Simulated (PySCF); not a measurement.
**C₅H₇ClGaN: electronic excitations**

Aim: predict the electronic excitations of C₅H₇ClGaN (`C#[C][Ga@@H-]([CH2]Cl)[N+]#CC`).

Programs: PySCF 2.14.0, with density-fitted response routines of our own. Each step states its level of theory. These are calculated values for one molecule in the gas phase, unless marked as measured. Atoms are numbered from 0 throughout.

## Step 1: The molecule as given

15 atoms, charge 0, multiplicity 1; geometry from: GFN2-xTB.

Bonds of the start (Å): C0–C1 1.21, C1–Ga2 1.94, Ga2–C3 2.01, C3–Cl4 1.83, Ga2–N5 2.10, N5–C6 1.15, C6–C7 1.43, C0–H8 1.06, Ga2–H9 1.53, C3–H10 1.09, C3–H11 1.09, C7–H12 1.09, C7–H13 1.09, C7–H14 1.09.

## Step 2: Ultraviolet spectrum: wB97X-D/def2-SVPD

Job settings and geometry (Å):

```
{"job": {"kind": "uv", "xc": "wB97X-D", "basis": "def2-SVPD", "nstates": 8, "ntriplets": 3}, "charge": 0, "multiplicity": 1}
C     -2.404850     2.121233     1.011352
C     -1.881915     1.059863     0.767580
Ga    -1.139498    -0.701789     0.411945
C     -1.508182    -1.496902    -1.395790
Cl    -3.107039    -1.827332    -0.565309
N      0.844514    -0.048942     0.190783
C      1.898641     0.237423    -0.157380
C      3.217078     0.592456    -0.565236
H     -2.850069     3.054824     1.221523
H     -0.843835    -1.658190     1.568492
H     -1.751719    -0.903490    -2.278916
H     -1.140537    -2.469435    -1.728131
H      3.899620    -0.227390    -0.341045
H      3.227034     0.788806    -1.637131
H      3.536342     1.486854    -0.030303
```

With the program's defaults for keys left out, this is: TDDFT wB97X-D/def2-SVPD, vertical, gas phase, core orbitals frozen in the response.

The run is started by

```sh
$ OMP_NUM_THREADS=1 python probes_run.py task.json out
```

This one command runs all jobs of the session in turn.

What will the session give for the following? lowest singlet (wB97X-D/def2-SVPD); lowest triplet; surface potential, 1st and 99th percentile. Wanted: lowest singlet; lowest triplet; surface potential, 1st and 99th percentile.

The runs gave:

| quantity | value |
| --- | --- |
| lowest singlet (wB97X-D/def2-SVPD) | 6.10 eV (203 nm), f = 0.061 |
| lowest triplet | 5.26 eV |
| surface potential, 1st and 99th percentile | -1.66 V and 2.09 V |

In words: The first singlet state (HOMO→LUMO+4 0.29, HOMO→LUMO 0.16) lies at 6.10 eV and is bright. The lowest triplet lies 0.84 eV below the lowest singlet (triplets in Tamm-Dancoff, singlets in full TDDFT).
